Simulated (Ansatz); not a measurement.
# KNH2 (SMILES [NH2][K]): functionals against CCSD(T) at one geometry

The task here is to estimate one member of a computed series from the others.

Program: Ansatz 0.2.0, Gaussian basis. Level of theory: single points in def2-TZVPP. These are calculated values, not measurements.

Correlated methods freeze the cores. The outer core shell of Li, Na, Mg and K is correlated. B3LYP uses VWN-RPA correlation.

## Starting geometry

SMILES `[NH2][K]`, 4 atoms, charge 0, spin multiplicity 1.

Atoms are counted from 1 here; the program's logs count them from 0.

Bond lengths: N1–K2 2.494 Å, N1–H3 1.001 Å, N1–H4 0.945 Å. Angles: K2–N1–H3 114.0°, K2–N1–H4 112.7°, H3–N1–H4 104.4°.

Coordinates:

```xyz
4
charge 0, multiplicity 1
N    -0.2618   -0.2085   -0.3718
K     1.7571   -0.3510    1.0847
H    -1.1289   -0.2696    0.1255
H    -0.3166    0.6099   -0.8405
```

The first run:

run/in.yaml reads:

```yaml
crystal:
  periodic: [false, false, false]
  atoms:
    - {symbol: N, position_ang: [-0.261800, -0.208500, -0.371800]}
    - {symbol: K, position_ang: [1.757100, -0.351000, 1.084700]}
    - {symbol: H, position_ang: [-1.128900, -0.269600, 0.125500]}
    - {symbol: H, position_ang: [-0.316600, 0.609900, -0.840500]}
basis:
  gaussian: {orbitals: def2-TZVPP}
correlation: {method: ccsd_t}
output: {forces: true}
```

No record of the launch command was kept for these runs.

Steps of the session up to this table: CCSD(T)/def2-TZVPP; PBE0-D4/def2-TZVPP; wB97M-V/def2-TZVPP; r2SCAN-D4/def2-TZVPP; PBE-D4/def2-TZVPP; B3LYP-D4/def2-TZVPP; r2SCAN0-D4/def2-TZVPP.

One table of the session follows, with a row left open; its other results are not shown here.

| method | RMS force component (eV/Å) | angle to CCSD(T) forces (°) | dipole (D) |
| --- | --- | --- | --- |
| CCSD(T) | 1.657 | reference | 8.26 |
| PBE0-D4 | ? | ? | ? |
| wB97M-V | 1.619 | 1.8 | 8.15 |
| r2SCAN-D4 | 1.656 | 0.9 | 7.78 |
| PBE-D4 | 1.785 | 4.0 | 6.83 |
| B3LYP-D4 | 1.624 | 1.4 | 7.53 |
| r2SCAN0-D4 | 1.563 | 3.8 | 8.23 |

Estimate the missing values for PBE0-D4.

**Answer.** RMS force component (eV/Å): 1.644; angle to CCSD(T) forces (°): 1.9; dipole (D): 7.82. In the column «RMS force component (eV/Å)» it lies between B3LYP-D4 (1.624) and r2SCAN-D4 (1.656).
